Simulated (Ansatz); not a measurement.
# YMn3 (AuCu3 type): equation of state and elastic constants

An exercise on one series of results from a longer session: the logs are not shown, and one member is left open.

Method: DFT PBE, scalar-relativistic, plane waves, PAW, in Ansatz 0.2.0.

2 further runs of the same task are left out: 2 that didn't finish.

### The structure to begin with

The structure is cubic, space group Pm-3m (No. 221). The conventional cell has a = 4.107 Å, b = 4.107 Å, c = 4.107 Å, α = 90.00°, β = 90.00°, γ = 90.00°. Around Y (site symmetry m-3m) lie 12 Mn at 2.90 Å. Mn (site symmetry 4/mmm) is surrounded by 4 Y at 2.90 Å and 8 Mn at 2.90 Å.

As a file:

```cif
data_structure
_symmetry_space_group_name_H-M 'P 1'
_symmetry_Int_Tables_number 1
_cell_length_a 4.1069
_cell_length_b 4.1069
_cell_length_c 4.1069
_cell_angle_alpha 90.000
_cell_angle_beta 90.000
_cell_angle_gamma 90.000
_cell_volume 69.27
loop_
_atom_site_label
_atom_site_type_symbol
_atom_site_fract_x
_atom_site_fract_y
_atom_site_fract_z
_atom_site_occupancy
Y1 Y 0.00000 0.00000 0.00000 1
Mn1 Mn 0.00000 0.50000 0.50000 1
Mn2 Mn 0.50000 0.50000 0.00000 1
Mn3 Mn 0.50000 0.00000 0.50000 1
```

This cell comes from an earlier session at PBE: 17.318 Å³/atom at 0.00 GPa, on a 8×8×8 mesh.

Volume factors to run: 0.980, 1.020, 0.960, 1.040, 1.070, 1.100, 0.945.

The first run:

Input file input.yaml:

```yaml
crystal:
  lattice:
    - [4.0793491434, 0.0, 0.0]
    - [0.0, 4.0793491434, 0.0]
    - [0.0, 0.0, 4.0793491434]
  atoms:
    - { symbol: "Y", position: [0.0, 0.0, 0.0] }
    - { symbol: Mn, position: [0.0, 0.5, 0.5], spin: 3.65 }
    - { symbol: Mn, position: [0.5, 0.5, 0.0], spin: 3.65 }
    - { symbol: Mn, position: [0.5, 0.0, 0.5], spin: 3.65 }
basis:
  ecutwfc: 420
  ecutrho_ratio: 4
kpoints:
  mp_grid: { grid: [8, 8, 8] }
hamiltonian:
  xc: pbe
scf:
  occupations: { method: gaussian, width: 0.05 }
output:
  forces: true
  stress: true
  eigenvalues: true
  populations: true
magnetization:
  spin_polarized: true
```

The run is started by

```bash
> ansatz run input.yaml --threads 2 --pin off --max-ram 2662MiB --backend cpu --events-out ev --progress --plain --runs-dir out
```

Among the steps run: At 0.980 of the relaxed volume; Volume × 1.020; Scaling the volume by 0.960; Volume × 1.040; Scaling the volume by 1.070; Volume × 1.100; Volume × 0.945.

One table of the session follows, with a row left open; its other results are not shown here.

| volume (Å³/atom) | energy (meV/atom) | pressure (GPa) | moment of atom 2 (μB) |
| --- | --- | --- | --- |
| 16.365 | 14.78 | 5.10 | 3.23 |
| 16.625 | 7.75 | 3.58 | 3.26 |
| 16.971 | ? | ? | ? |
| 17.318 | 0.00 | 0.00 | 3.32 |
| 17.664 | 1.79 | -1.63 | 3.33 |
| 18.010 | 6.93 | -3.10 | 3.35 |
| 18.530 | 20.10 | -5.01 | 3.38 |
| 19.049 | 38.99 | -6.65 | 3.41 |

Q: Estimate the row for volume (Å³/atom) = 16.971 from the others.

Worked estimate for «energy (meV/atom)». A straight line through the neighbours (16.625, 7.75) and (17.318, 0.00) gives 7.75 + (0.00 − 7.75) × (16.971 − 16.625) / (17.318 − 16.625) = 3.88; a parabola fitted to 4 rows on both sides gives 1.95.

**Answer.** energy (meV/atom): 1.96; pressure (GPa): 1.76; moment of atom 2 (μB): 3.29. In «energy (meV/atom)» the line misses by +1.92 and the parabola by -0.01.

volume (Å³/atom), energy (meV/atom) and a bar:
```
    16.37       14.8 ###########
    16.62        7.8 ######
    16.97        2.0 ##
    17.32        0.0 
    17.66        1.8 #
    18.01        6.9 #####
    18.53       20.1 ###############
    19.05       39.0 ##############################
```
